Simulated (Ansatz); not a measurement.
# C4H9F3NTa: one species, many methods

One table from this session's results is given with a row withheld; the runs are named, their logs left out.

Method: functionals in def2-TZVPP, the program's frozen cores in correlated methods; program: Ansatz 0.2.0, Gaussian basis.

The runs, in order: LDA (SPW92), PBE-D4, revPBE-D4, BLYP-D4, r2SCAN-D4, B97M-V, PBE0-D4, B3LYP-D4, r2SCANh-D4, r2SCAN0-D4, HSE06-D4, BHLYP-D4, CAM-B3LYP-D4, LC-ωPBE, ωB97X-V, ωB97M-V, B2PLYP, PBE-QIDH; CCSD(T)/def2-SVP; CCSD(T)/def2-TZVPP; MP2/def2-QZVPP; extrapolation to the limit; RPA on PBE.

### The geometry

An earlier PBE0-D4 in a triple-zeta def2 set relaxation fixed the geometry. Ta takes the def2 core potential; no spin-orbit term is included.

SMILES `CC(C)(C)[N]=[Ta]([F])([F])[F]`, 18 atoms, charge 0, spin multiplicity 1.

Atoms are counted from 1 here; the program's logs count them from 0.

Bond lengths: C1–C2 1.527 Å, C1–H10 1.093 Å, C1–H11 1.092 Å, C1–H12 1.092 Å, C2–C3 1.527 Å, C2–C4 1.527 Å, C2–N5 1.436 Å, C3–H13 1.092 Å, C3–H14 1.093 Å, C3–H15 1.092 Å, C4–H16 1.093 Å, C4–H17 1.092 Å, C4–H18 1.092 Å, N5–Ta6 1.752 Å, Ta6–F7 1.881 Å, Ta6–F8 1.881 Å, Ta6–F9 1.881 Å. Angles: C2–C1–H10 110.4°, C2–C1–H11 110.5°, C2–C1–H12 110.5°, H10–C1–H11 108.5°, H10–C1–H12 108.5°, H11–C1–H12 108.3°, C1–C2–C3 110.2°, C1–C2–C4 110.2°, C1–C2–N5 108.7°, C3–C2–C4 110.2°, C3–C2–N5 108.7°, C4–C2–N5 108.7°, C2–C3–H13 110.5°, C2–C3–H14 110.4°, C2–C3–H15 110.5°, H13–C3–H14 108.5°, H13–C3–H15 108.3°, H14–C3–H15 108.5° and more.

Coordinates:

```
atom     x (Å)     y (Å)     z (Å)
  C1  -1.23815  -1.22239   0.19562
  C2  -0.07786  -0.25480   0.41939
  C3  -0.41665   0.72383   1.54191
  C4   1.19454  -1.02775   0.76021
  N5   0.14318   0.48806  -0.78944
 Ta6   0.41163   1.39327  -2.26514
  F7   0.18568   3.21758  -1.86483
  F8  -0.85424   0.81157  -3.52942
  F9   2.16560   1.03474  -2.84340
 H10  -1.42971  -1.80290   1.10138
 H11  -2.14736  -0.67675  -0.06455
 H12  -1.00850  -1.91454  -0.61695
 H13  -1.31670   1.29122   1.29684
 H14  -0.59044   0.18540   2.47678
 H15   0.40266   1.42891   1.69572
 H16   1.05525  -1.60435   1.67793
 H17   1.45143  -1.71746  -0.04625
 H18   2.03185  -0.34234   0.90581
```

The first run:

in.yaml

```yaml
crystal:
  periodic: [false, false, false]
  atoms:
    - {symbol: C, position_ang: [-1.238155, -1.222391, 0.195616]}
    - {symbol: C, position_ang: [-0.077856, -0.254798, 0.419389]}
    - {symbol: C, position_ang: [-0.416655, 0.723826, 1.541914]}
    - {symbol: C, position_ang: [1.194537, -1.027751, 0.760207]}
    - {symbol: N, position_ang: [0.143183, 0.488064, -0.789441]}
    - {symbol: Ta, position_ang: [0.411634, 1.393273, -2.265141]}
    - {symbol: F, position_ang: [0.185682, 3.217583, -1.864826]}
    - {symbol: F, position_ang: [-0.854242, 0.811569, -3.529421]}
    - {symbol: F, position_ang: [2.165598, 1.034739, -2.843399]}
    - {symbol: H, position_ang: [-1.429706, -1.802900, 1.101378]}
    - {symbol: H, position_ang: [-2.147364, -0.676745, -0.064550]}
    - {symbol: H, position_ang: [-1.008503, -1.914540, -0.616952]}
    - {symbol: H, position_ang: [-1.316699, 1.291221, 1.296838]}
    - {symbol: H, position_ang: [-0.590440, 0.185396, 2.476782]}
    - {symbol: H, position_ang: [0.402660, 1.428906, 1.695717]}
    - {symbol: H, position_ang: [1.055248, -1.604349, 1.677931]}
    - {symbol: H, position_ang: [1.451429, -1.717458, -0.046254]}
    - {symbol: H, position_ang: [2.031850, -0.342341, 0.905814]}
basis:
  gaussian: {orbitals: def2-TZVPP}
hamiltonian: {xc: lda}
output: {orbitals: {seedname: orbitals}}
```

The run is started by

```
> ansatz run in.yaml --threads 4 --pin off --events-out ev --progress --plain --max-ram 66560MiB --backend cuda --devices 0, --max-vram 37GiB
```

Among the steps run: LDA; PBE-D4 (GGA); revPBE-D4 (GGA); BLYP-D4 (GGA); r2SCAN-D4 (meta-GGA); B97M-V (meta-GGA); PBE0-D4 (hybrid); B3LYP-D4 (hybrid); r2SCANh-D4 (hybrid); r2SCAN0-D4 (hybrid); HSE06-D4 (hybrid); BHLYP-D4 (hybrid); CAM-B3LYP-D4 (range-separated); LC-ωPBE (range-separated); ωB97X-V (range-separated); ωB97M-V (range-separated); B2PLYP (double hybrid); PBE-QIDH (double hybrid).

One of the session's tables, all rows but one given; the rest of the session is left out.

It belongs to the step «Frontier levels by functional». 

```
  functional  HOMO (eV)  gap (eV)
 LDA (SPW92)      -6.64      4.64
      PBE-D4      -6.41      4.73
   revPBE-D4      -6.32      4.78
     BLYP-D4      -6.28      4.67
   r2SCAN-D4          ?         ?
      B97M-V      -6.74      5.19
     PBE0-D4      -7.75      6.95
    B3LYP-D4      -7.52      6.44
  r2SCANh-D4      -7.18      5.99
  r2SCAN0-D4      -7.93      7.24
    HSE06-D4      -7.35      6.17
    BHLYP-D4      -8.97      9.02
CAM-B3LYP-D4      -9.11      9.30
     LC-ωPBE     -10.40     11.84
     ωB97X-V     -10.07     11.29
     ωB97M-V     -10.00     10.79
```

Estimate the missing values for r2SCAN-D4.

Worked estimate for «HOMO (eV)». Against the share of exact exchange, r2SCANh-D4 (0.1, -7.18), r2SCAN0-D4 (0.25, -7.93) give a slope of -5.00 per unit share; at 0 the line stands at -6.68.

The run gave: HOMO (eV): -6.67; gap (eV): 5.16. In «HOMO (eV)» the line misses by -0.01.
